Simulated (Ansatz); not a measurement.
# MnO (Manganosite): the cost of one run

Computed with Ansatz 0.2.0 (DFT PBE+U (U_eff = 3.9 eV on Mn 3d), scalar-relativistic, plane waves, PAW, unless a step's input says otherwise).

## 1. The structure to begin with

It takes space group R-3m (No. 166, trigonal). The conventional cell has a = 3.209 Å, b = 3.209 Å, c = 7.711 Å, α = 90.00°, β = 90.00°, γ = 120.00°. Mn (site symmetry -3m) has 6 O at 2.25 Å as nearest neighbours. Around O (site symmetry -3m) lie 6 Mn at 2.25 Å.

Structure file:

```
Mn O
1.0
    -2.21165   -2.21165    4.48093
    -4.48093   -2.21165    2.21165
    -2.21165   -4.48093    2.21165
Mn O
2 2
Direct
  0.00000 0.00000 0.00000
  0.50000 0.50000 0.50000
  0.25000 0.25000 0.25000
  0.75000 0.75000 0.75000
```

This cell comes from an earlier session at PBE+U (U_eff = 3.9 eV on Mn 3d): 11.463 Å³/atom at 0.00 GPa, on a 8×8×8 mesh. The large moments point both ways and cancel.

Volume factors to run: 0.980, 1.020, 0.960, 1.040.

## 2. At 0.980 of the relaxed volume

input.yaml

```yaml
crystal:
  lattice:
    - [-2.1968038543, -2.1968038543, 4.4508545345]
    - [-4.4508545345, -2.1968038543, 2.1968038543]
    - [-2.1968038543, -4.4508545345, 2.1968038543]
  atoms:
    - { symbol: Mn, position: [0.0, 0.0, 0.0], spin: 4.7 }
    - { symbol: O, position: [1.2499999997, -0.7500000003, -0.7500000003] }
    - { symbol: Mn, position: [0.5, 0.5, 0.5], spin: -4.7 }
    - { symbol: O, position: [1.7500000003, -0.2499999997, -0.2499999997] }
basis:
  ecutwfc: 420
  ecutrho_ratio: 4
kpoints:
  mp_grid: { grid: [8, 8, 8] }
hamiltonian:
  xc: pbe
  hubbard:
    sites:
      - { species: Mn, l: d, u_eff: 3.9, starting_ns: start.occupation_matrices }
    ns_hold: { iters: 6 }
scf:
  occupations: { method: gaussian, width: 0.05 }
  lower_state_search: "off"
output:
  forces: true
  stress: true
  eigenvalues: true
  populations: true
magnetization:
  spin_polarized: true
relax:
  f_tol: 0.01
  max_steps: 40
  cell: { stress_tol: 0.1, fix: [volume] }
```

The open shells start from the occupation matrices of the run at the neighbouring geometry (file start.occupation_matrices).

Command:

```
$ ansatz run input.yaml --threads 2 --pin off --max-ram 5120MiB --backend cpu --events-out ev --progress --plain --runs-dir out
```

What time and memory should one allow on 2 threads of Intel Xeon at 2.50GHz (Skylake/Cascade Lake), shared host?

About 59 s, with a peak of 0.53 GiB.
